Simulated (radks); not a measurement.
# Lu⁺ in [Xe] 4f14 6s2: an all-electron calculation

The task here is to estimate one member of a computed series from the others.

The numbers are computed with radks (a radial shooting solver on a logarithmic mesh, Libxc functionals) version 1 (scalar-relativistic Kohn-Sham, XLYP, spin-polarised, spherical densities, finite nucleus), except any that are marked as measured or tabulated.

## The atom as given

* element: lutetium (Z = 71)
* charge: +1
* electrons: 70
* configuration: [Xe] 4f14 6s2
* nuclear rms radius: 5.37 fm

The outer shells:

Lu⁺
```
[Xe] core
4f [↑↓][↑↓][↑↓][↑↓][↑↓][↑↓][↑↓]
6s [↑↓]
```

Set-up of the first run:

Settings of this run:

```text
Z 71
configuration [Xe] 4f14 6s2 5d0 6p0
relativity scalar-relativistic
functional xlyp
spin polarised
nucleus finite rms 5.37 fm
c 137.035999084
```

Launch:

```bash
python run_ks.py task.json out
```

All runs below come from this command, one after another.

One table of the session follows, with a row left open; its other results are not shown here.

It belongs to the step «Radial structure». From the orbitals of this run (lengths in bohr):

```
level      <r>  outermost maximum (interpolated)  90 % within  nodes
   1s  0.01932                            0.0121       0.0351      0
   2s  0.08184                            0.0693        0.127      1
   2p  0.07291                            0.0566        0.119      0
   3s   0.2126                             0.196        0.312      2
   3p        ?                                 ?            ?      ?
   3d   0.1925                             0.157        0.299      0
   4s   0.4780                             0.446        0.687      3
   4p   0.5079                             0.467        0.739      2
   4d   0.5476                             0.481        0.823      1
   5s    1.169                              1.04         1.69      4
   5p    1.386                              1.19         2.04      3
   4f   0.7218                             0.468         1.24      0
   6s    3.261                              2.84         4.75      5
   5d    2.371                              1.75         3.79      2
   6p    4.278                              3.69         6.28      4
```

Estimate the missing values for 3p.

As computed: <r>: 0.2123; outermost maximum (interpolated): 0.193; 90 % within: 0.317; nodes: 1. In the column «<r>» it lies between 3d (0.1925) and 3s (0.2126).
